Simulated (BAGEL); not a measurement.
# B3LYP/def2-SVP (density fitting with qzvpp-jkfit) run of AlHSeCl2 (SMILES [Cl][Al]([Cl])[SeH])

What is the energy change on altering one bond length of AlHSeCl2 at B3LYP/def2-SVP (density fitting with qzvpp-jkfit)? 

Program for the calculation: BAGEL 1.2.2.

1 further run of the same task is left out (set aside as unsound or not needed). Runs told in other sessions of the task aren't counted.

### Step 1. The structure to begin with

The species is AlHSeCl2 (5 atoms), meant as a singlet with charge 0. SMILES: `[Cl][Al]([Cl])[SeH]`. The coordinates come from a PBE0-D4/def2-TZVP relaxation.

Bond lengths: Cl1–Al2 2.080 Å, Al2–Cl3 2.078 Å, Al2–Se4 2.290 Å, Se4–H5 1.470 Å. Angles: Cl1–Al2–Cl3 119.7°, Cl1–Al2–Se4 121.6°, Cl3–Al2–Se4 118.7°, Al2–Se4–H5 90.4°.

### Step 2. A single-point energy at B3LYP/def2-SVP (density fitting with qzvpp-jkfit)

Input file dft.json:

```json
{ "bagel": [

{
  "title": "molecule",
  "basis": "svp",
  "df_basis": "qzvpp-jkfit",
  "angstrom": "true",
  "geometry": [
    { "atom": "Cl", "xyz": [      -1.129100,      -1.388600,       1.240100 ] },
    { "atom": "Al", "xyz": [       0.378800,      -0.407400,       0.195200 ] },
    { "atom": "Cl", "xyz": [       2.327200,      -1.125400,       0.281000 ] },
    { "atom": "Se", "xyz": [      -0.051800,       1.460300,      -1.058800 ] },
    { "atom": "H", "xyz": [      -1.475200,       1.387400,      -0.698900 ] }
  ]
},

{
  "title": "ks",
  "xc_func": "b3lyp"
},

{
  "title": "print",
  "file": "orbitals.molden",
  "orbitals": "true"
}

]}
```

Command:

```bash
BAGEL_NUM_THREADS=1 BAGEL dft.json > dft.out
```

The program printed:

```text
* using 1 threads per process

  ===============================================================
  ===============================================================

  *** Geometry ***

  { "atom" : "Cl", "xyz" : [     -2.133690,     -2.624074,      2.343449 ] },
  { "atom" : "Al", "xyz" : [      0.715828,     -0.769874,      0.368875 ] },
  { "atom" : "Cl", "xyz" : [      4.397771,     -2.126698,      0.531013 ] },
  { "atom" : "Se", "xyz" : [     -0.097888,      2.759567,     -2.000842 ] },
  { "atom" : "H", "xyz" : [     -2.787724,      2.621806,     -1.320730 ] },

  Number of auxiliary basis functions:      668

  Since a DF basis is specified, we compute 2- and 3-index integrals:
    o Being stored without compression. Storage requirement is 0.044 GB

  Number of basis functions:       91
  Number of electrons      :       82

    * METHOD: MOLECULE                             0.47

  *** Kohn-Sham DFT ***

    * Removing 8631 points whose weight is below 1.00e-10
    * Grid points: 65899

  === Nuclear Repulsion ===
   437.9471042451

       - DIIS with orbital gradients will be used.

  === KS iteration (b3lyp / svp) ===
      0      -3462.09934282          0.12544566           0.52
      1      -3129.97351718          0.15971969           0.47
      2      -2956.63474006          0.11335125           0.48
      3      -3377.93085792          0.11204361           0.49
      4      -3534.84878513          0.11789012           0.49
      5      -3541.06397461          0.07953277           0.51
      6      -3389.97316386          0.17730009           0.51
      7      -3384.33649380          0.16767083           0.49
      8      -3472.99460480          0.15968491           0.47
      9      -3520.69515670          0.11833432           0.49
     10      -3555.62147946          0.05950194           0.48
     11      -3559.10052855          0.07966679           0.48
     12      -3564.01464716          0.02720311           0.50
     13      -3563.91450277          0.02853017           0.51
     14      -3564.56900600          0.00496890           0.48
     15      -3564.58121670          0.00370048           0.49
     16      -3564.59337594          0.00052690           0.48
     17      -3564.59362761          0.00009414           0.47
     18      -3564.59363454          0.00002691           0.49
     19      -3564.59363508          0.00000705           0.51
     20      -3564.59363511          0.00000129           0.49
     21      -3564.59363511          0.00000054           0.50
     22      -3564.59363511          0.00000032           0.50
     23      -3564.59363511          0.00000003           0.47
     24      -3564.59363511          0.00000001           0.48
    * SCF iteration converged.

    * Permanent dipole moment:
           (    0.312322,    -0.250325,     0.113212) a.u.

    * METHOD: KS                                  12.48

    * METHOD: PRINT                                0.01

  ===============================================================
```

Run time: 13 s. Hardware: 1 thread of Arm Neoverse V2, shared host; peak memory 0.37 GiB.

### Step 3. The distorted shape at the same level

Input file dft.json:

```json
{ "bagel" : [

{
  "title" : "molecule",
  "basis" : "svp",
  "df_basis" : "qzvpp-jkfit",
  "angstrom" : true,
  "geometry" : [
    { "atom" : "Cl", "xyz" : [   -1.883053,   -1.879202,    1.762552 ] },
    { "atom" : "Al", "xyz" : [    0.378800,   -0.407400,    0.195200 ] },
    { "atom" : "Cl", "xyz" : [    2.327200,   -1.125400,    0.281000 ] },
    { "atom" : "Se", "xyz" : [   -0.051800,    1.460300,   -1.058800 ] },
    { "atom" : "H", "xyz" : [   -1.475200,    1.387400,   -0.698900 ] }
  ]
},
{
  "title" : "ks",
  "xc_func" : "b3lyp"
},
{
  "title" : "print",
  "file" : "orbitals.molden",
  "orbitals" : true
}

]}
```

Command:

```bash
BAGEL_NUM_THREADS=1 BAGEL dft.json > dft.out
```

The program printed:

```text
* using 1 threads per process

  ===============================================================
  ===============================================================

  *** Geometry ***

  { "atom" : "Cl", "xyz" : [     -3.558454,     -3.551177,      3.330741 ] },
  { "atom" : "Al", "xyz" : [      0.715828,     -0.769874,      0.368875 ] },
  { "atom" : "Cl", "xyz" : [      4.397771,     -2.126698,      0.531013 ] },
  { "atom" : "Se", "xyz" : [     -0.097888,      2.759567,     -2.000842 ] },
  { "atom" : "H", "xyz" : [     -2.787724,      2.621806,     -1.320730 ] },

  Number of auxiliary basis functions:      668

  Since a DF basis is specified, we compute 2- and 3-index integrals:
    o Being stored without compression. Storage requirement is 0.044 GB

  Number of basis functions:       91
  Number of electrons      :       82

    * METHOD: MOLECULE                             0.47

  *** Kohn-Sham DFT ***

    * Removing 7809 points whose weight is below 1.00e-10
    * Grid points: 66721

  === Nuclear Repulsion ===
   394.3965072679

       - DIIS with orbital gradients will be used.

  === KS iteration (b3lyp / svp) ===
      0      -3458.89561345          0.12339725           0.55
      1      -3121.68612925          0.13875084           0.52
      2      -3151.96682006          0.10204335           0.51
      3      -3537.65461946          0.09659336           0.50
      4      -3549.11859827          0.06306992           0.51
      5      -3556.81878276          0.05560962           0.49
      6      -3554.92468776          0.08038878           0.52
      7      -3390.07486564          0.18651664           0.52
      8      -3495.16740751          0.10002863           0.52
      9      -3563.89213699          0.02571342           0.51
     10      -3564.03379143          0.02212114           0.51
     11      -3564.37602131          0.01017373           0.50
     12      -3564.48917659          0.00225757           0.50
     13      -3564.49571049          0.00096033           0.53
     14      -3564.49687662          0.00028023           0.52
     15      -3564.49699137          0.00005142           0.51
     16      -3564.49699422          0.00002453           0.53
     17      -3564.49699471          0.00000217           0.50
     18      -3564.49699471          0.00000153           0.50
     19      -3564.49699471          0.00000039           0.49
     20      -3564.49699471          0.00000015           0.51
     21      -3564.49699471          0.00000006           0.51
     22      -3564.49699471          0.00000003           0.53
     23      -3564.49699471          0.00000001           0.52
    * SCF iteration converged.

    * Permanent dipole moment:
           (   -0.793969,    -1.167407,     1.022546) a.u.

    * METHOD: KS                                  12.57

    * METHOD: PRINT                                0.01

  ===============================================================
```

Wall time 14 s (1 thread of Arm Neoverse V2, shared host); peak memory 0.37 GiB.

### Step 4. Summary of results

At B3LYP/def2-SVP (density fitting with qzvpp-jkfit):

```
                                                           quantity           value
                                          first shape: total energy  -3564.59364 Eh
                                         first shape: dipole moment          1.06 D
                                           first shape: HOMO energy        -7.39 eV
                                           first shape: LUMO energy        -1.09 eV
                                         first shape: HOMO–LUMO gap         6.30 eV
                                      distorted shape: total energy  -3564.49699 Eh
                                     distorted shape: dipole moment          4.43 D
                                       distorted shape: HOMO energy        -6.97 eV
                                       distorted shape: LUMO energy        -3.82 eV
                                     distorted shape: HOMO–LUMO gap         3.14 eV
energy change with the Cl1–Al2 bond stretched from 2.080 to 3.121 Å        2.630 eV
```

In words: With the Cl1–Al2 bond stretched from 2.080 to 3.121 Å the energy rises by 2.63 eV (254 kJ/mol). The first shape isn't relaxed at this level, so the change isn't measured from a minimum.
